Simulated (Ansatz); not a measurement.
# CH₈N₂OSi: a ladder of functionals and wavefunction methods

How much do the methods differ for CH₈N₂OSi? The plan is to run it at one geometry with functionals of several rungs and with coupled cluster, and see how far each lands from CCSD(T) at the basis-set limit for the atomisation energy.

The runs use Ansatz 0.2.0, Gaussian basis; functionals in def2-TZVPP, the program's frozen cores in correlated methods.

The runs, in order: PBE-D4, r2SCAN-D4, PBE0-D4, B3LYP-D4, ωB97X-V, ωB97M-V, B2PLYP; CCSD(T)/def2-TZVPP; MP2/def2-QZVPP; extrapolation to the limit.

### Step 1. The geometry

All runs share one geometry, relaxed beforehand with PBE0-D4 in a triple-zeta def2 set.

SMILES `NC(N)(O)[SiH3]`, 13 atoms, charge 0, spin multiplicity 1.

Atoms are counted from 1 here; the program's logs count them from 0.

Bond lengths: N1–C2 1.431 Å, N1–H6 1.016 Å, N1–H7 1.011 Å, C2–N3 1.443 Å, C2–O4 1.430 Å, C2–Si5 1.924 Å, N3–H8 1.011 Å, N3–H9 1.011 Å, O4–H10 0.961 Å, Si5–H11 1.494 Å, Si5–H12 1.486 Å, Si5–H13 1.486 Å. Angles: C2–N1–H6 109.4°, C2–N1–H7 112.6°, H6–N1–H7 109.6°, N1–C2–N3 106.4°, N1–C2–O4 115.1°, N1–C2–Si5 109.7°, N3–C2–O4 103.2°, N3–C2–Si5 112.8°, O4–C2–Si5 109.6°, C2–N3–H8 110.7°, C2–N3–H9 111.2°, H8–N3–H9 110.0°, C2–O4–H10 108.3°, C2–Si5–H11 111.0°, C2–Si5–H12 110.5°, C2–Si5–H13 108.1°, H11–Si5–H12 109.0°, H11–Si5–H13 108.7° and more.

### Step 2. PBE-D4 (GGA)

Input file in.yaml:

```yaml
crystal:
  periodic: [false, false, false]
  atoms:
    - {symbol: N, position_ang: [-1.129233, 0.943563, -0.528993]}
    - {symbol: C, position_ang: [0.009644, 0.395956, 0.141651]}
    - {symbol: N, position_ang: [-0.287441, 0.441186, 1.553131]}
    - {symbol: O, position_ang: [1.206781, 1.171374, 0.034572]}
    - {symbol: Si, position_ang: [0.338997, -1.389989, -0.492998]}
    - {symbol: H, position_ang: [-1.304367, 1.883480, -0.185605]}
    - {symbol: H, position_ang: [-1.014704, 0.965430, -1.533318]}
    - {symbol: H, position_ang: [-1.119666, -0.093901, 1.760667]}
    - {symbol: H, position_ang: [0.489661, 0.097841, 2.101574]}
    - {symbol: H, position_ang: [1.513625, 1.129633, -0.875439]}
    - {symbol: H, position_ang: [0.663055, -1.388957, -1.951849]}
    - {symbol: H, position_ang: [-0.848533, -2.253084, -0.261472]}
    - {symbol: H, position_ang: [1.502579, -1.937234, 0.252779]}
basis:
  gaussian: {orbitals: def2-TZVPP}
hamiltonian: {xc: pbe, dispersion: d4}
output: {forces: true, orbitals: {seedname: orbitals}}
```

Launch:

```bash
$ ansatz run in.yaml --threads 4 --pin off --events-out ev --progress --plain --max-ram 10444MiB
```

The runs that follow: r2SCAN-D4 (meta-GGA); PBE0-D4 (hybrid); B3LYP-D4 (hybrid); ωB97X-V (range-separated); ωB97M-V (range-separated); B2PLYP (double hybrid); CCSD(T) in def2-TZVPP; MP2 in def2-QZVPP.

Q: Predict the results of all the runs planned. Wanted: atomisation energy, CCSD(T)/CBS; farthest; mean size of error, hybrid; mean size of error, range-separated; gap, smallest and largest; T1 diagnostic; triples share of the correlation energy.

As calculated:

| quantity | value |
| --- | --- |
| atomisation energy, CCSD(T)/CBS | 4458.6 kJ/mol |
| functionals within 22.3 kJ/mol (0.5 %) | r2SCAN-D4, PBE0-D4, B3LYP-D4, ωB97X-V, ωB97M-V |
| farthest | PBE-D4 (+90.1 kJ/mol) |
| mean size of error, hybrid | 11.6 kJ/mol |
| mean size of error, range-separated | 20.0 kJ/mol |
| gap, smallest and largest | 4.91 eV (PBE-D4), 11.33 eV (ωB97X-V) |
| T1 diagnostic | 0.0119 |
| triples share of the correlation energy | 3.7 % |

PBE-D4 is off by +90.1 kJ/mol. Double hybrids carry the basis error of their MP2 part in triple zeta, and no dispersion term here, so their miss is partly the set-up's. Misses under about 22.3 kJ/mol are within the doubt on the reference itself, which lacks core-valence correlation, relativity and higher excitations. Hartree-Fock recovers 67 % of the binding; the rest is correlation. Orbital gaps span 4.9 to 11.3 eV; exact exchange widens them.
